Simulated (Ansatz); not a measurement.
# BH6NO3: the cost of one run

Program: Ansatz 0.2.0. Level of theory: RKS r2SCAN-D4/def2-SVP. These are calculated values, not measurements.

## (1) The structure to begin with

Bond lengths: B1–O2 1.760 Å, O2–H3 1.010 Å, B1–O4 1.410 Å, O4–H5 1.010 Å, B1–O6 1.410 Å, O6–H7 1.010 Å, B1–N8 1.850 Å, N8–H9 1.060 Å, N8–H10 1.060 Å, O2–H11 1.140 Å, N8–H11 1.157 Å. Angles (14 of 18 angles, heavy atoms first): O2–B1–O4 120.0°, O2–B1–O6 120.0°, O2–B1–N8 71.6°, O4–B1–O6 120.0°, O4–B1–N8 96.8°, O6–B1–N8 101.3°, B1–O2–H3 109.5°, B1–O2–H11 79.4°, B1–O4–H5 109.5°, B1–O6–H7 109.5°, B1–N8–H9 120.0°, B1–N8–H10 120.0°, B1–N8–H11 75.1°, O2–H11–N8 133.9°.

Coordinates:

```xyz
11

B     0.0000    0.0000    0.0000
O     0.0000    0.0000    1.7600
H    -0.9095   -0.2814    2.0971
O     1.2211    0.0000   -0.7050
H     1.5209   -0.9519   -0.8599
O    -1.2211    0.0000   -0.7050
H    -1.7308   -0.8467   -0.4965
N     0.0829    1.7537    0.5833
H     0.4765    1.9752    1.5423
H    -0.2631    2.5370   -0.0414
H     0.0529    1.1189    1.5507
```

## (2) Pulling towards end A

Springs on the bonds that form and break draw the guess towards this end; the thresholds are loose.

Input file input.yaml:

```yaml
crystal:
  periodic: [false, false, false]
  atoms:
    - { symbol: B, position_ang: [0.0, 0.0, 0.0] }
    - { symbol: O, position_ang: [0.0, 0.0, 1.76] }
    - { symbol: H, position_ang: [-0.9095, -0.2814, 2.0971] }
    - { symbol: O, position_ang: [1.2211, 0.0, -0.705] }
    - { symbol: H, position_ang: [1.5209, -0.9519, -0.8599] }
    - { symbol: O, position_ang: [-1.2211, 0.0, -0.705] }
    - { symbol: H, position_ang: [-1.7308, -0.8467, -0.4965] }
    - { symbol: "N", position_ang: [0.0829, 1.7537, 0.5833] }
    - { symbol: H, position_ang: [0.4765, 1.9752, 1.5423] }
    - { symbol: H, position_ang: [-0.2631, 2.537, -0.0414] }
    - { symbol: H, position_ang: [0.0529, 1.1189, 1.5507] }
basis:
  gaussian: { orbitals: def2-SVP }
hamiltonian:
  xc: r2scan
  dispersion: d4
relax:
  f_tol: 0.15
  max_steps: 25
  restrain:
    - { distance: [0, 7], at: 2.75, k: 30.0 }
    - { distance: [10, 1], at: 2.21, k: 30.0 }
    - { distance: [0, 1], at: 1.41, k: 30.0 }
    - { distance: [10, 7], at: 1.06, k: 30.0 }
```

Run with:

```console
> ansatz run input.yaml --threads 4 --pin off --max-ram 5120MiB --backend cpu --events-out ev --progress --plain --runs-dir out
```

What time and memory should one allow on 4 threads of Arm Neoverse V1, shared host?

About 27 s, with a peak of 0.16 GiB.
